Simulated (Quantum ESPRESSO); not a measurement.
A calculation with Quantum ESPRESSO 7.5 of Sr4P3Ir2 (native input, structure typed inline):

File pw.in:

```
&CONTROL
  calculation = 'scf'
  prefix = 'pwscf'
  outdir = './tmp'
  pseudo_dir = './pseudo'
  tprnfor = .true.
  tstress = .true.
  disk_io = 'nowf'
/
&SYSTEM
  ibrav = 0
  nat = 9
  ntyp = 3
  ecutwfc = 55
  ecutrho = 440
  nbnd = 55
  occupations = 'smearing'
  smearing = 'fd'
  degauss = 0.00367493
/
&ELECTRONS
  conv_thr = 1.8d-09
  electron_maxstep = 120
  mixing_beta = 0.5
/
ATOMIC_SPECIES
Sr    87.6200 Sr_pbe_v1.uspp.F.UPF
P     30.9738 P.pbe-n-rrkjus_psl.1.0.0.UPF
Ir   192.2170 Ir_pbe_v1.2.uspp.F.UPF
CELL_PARAMETERS angstrom
   5.4359788100    0.0000000000    0.0000000000
  -2.7179894100    4.7076957500    0.0000000000
   0.0000000000    0.0000000000    9.8000326500
ATOMIC_POSITIONS crystal
Sr     0.5000000000    0.0000000000    0.5000000000
Sr     0.0000000000    0.5000000000    0.5000000000
Sr     0.5000000000    0.5000000000    0.5000000000
Sr     0.0000000000    0.0000000000    0.5000000000
P      0.3333333300    0.6666666700    0.0000000000
P      0.6666666700    0.3333333300    0.0000000000
P      0.0000000000    0.0000000000    0.0000000000
Ir     0.0000000000    0.0000000000    0.2455019100
Ir     0.0000000000    0.0000000000    0.7544980900
K_POINTS automatic
6 6 3 0 0 0
```

Potentials or basis: SSSP 1.3 efficiency PBE.

The run is started by

```sh
$ OMP_NUM_THREADS=1 pw.x -in pw.in > pw.out
```

The cell was built by a generator and needn't be a form met in nature.

Problem. Write the same calculation in another form: ASE script, Cartesian positions.

Solution. As run:

run.py

```python
import numpy as np
from ase.calculators.espresso import Espresso, EspressoProfile
from ase.io import read

atoms = read('Sr4P3Ir2.xyz')

input_data = {
    'control': {'calculation': 'scf', 'prefix': 'pwscf', 'outdir': './tmp', 'tprnfor': True, 'tstress': True, 'disk_io': 'nowf'},
    'system': {'ecutwfc': 55.0, 'ecutrho': 440.0, 'nbnd': 55, 'occupations': 'smearing', 'smearing': 'fd', 'degauss': 0.00367493},
    'electrons': {'conv_thr': 1.8e-09, 'electron_maxstep': 120, 'mixing_beta': 0.5},
}
pseudopotentials = {'P': 'P.pbe-n-rrkjus_psl.1.0.0.UPF', 'Ir': 'Ir_pbe_v1.2.uspp.F.UPF', 'Sr': 'Sr_pbe_v1.uspp.F.UPF'}
profile = EspressoProfile(command='pw.x', pseudo_dir='pseudo')
dft = Espresso(profile=profile, input_data=input_data, pseudopotentials=pseudopotentials, kpts=(6, 6, 3), koffset=(0, 0, 0))
atoms.calc = dft

print(f'energy {atoms.get_potential_energy():.8f} eV')
print('forces (eV/A)')
print(np.round(atoms.get_forces(), 6))
print('stress (eV/A^3, Voigt)')
print(np.round(atoms.get_stress(), 8))
print(f'Fermi level {dft.get_fermi_level():.4f} eV')
```

Sr4P3Ir2.xyz

```xyz
9
Lattice="5.4359788100 0.0000000000 0.0000000000 -2.7179894100 4.7076957500 0.0000000000 0.0000000000 0.0000000000 9.8000326500" Properties=species:S:1:pos:R:3 pbc="T T T"
Sr     2.7179894050      0.0000000000      4.9000163250
Sr    -1.3589947050      2.3538478750      4.9000163250
Sr     1.3589947000      2.3538478750      4.9000163250
Sr     0.0000000000      0.0000000000      4.9000163250
P     -0.0000000305      3.1384638490      0.0000000000
P      2.7179894305      1.5692319010      0.0000000000
P      0.0000000000      0.0000000000      0.0000000000
Ir     0.0000000000      0.0000000000      2.4059267336
Ir     0.0000000000      0.0000000000      7.3941059164
```

Potentials or basis: SSSP 1.3 efficiency PBE.

Run with:

```console
$ OMP_NUM_THREADS=1 python run.py
```

Both were run:

|  | native input, structure typed inline | ASE script, Cartesian positions |
| --- | --- | --- |
| Pressure | 4.9 GPa | 4.9 GPa |
| Largest force | 0.612 eV/Å | 0.612 eV/Å |
| Band gap on the k mesh | none (metal or under the smearing width) | none (metal or under the smearing width) |

Keys that steer only the numerical path or the files written may differ.
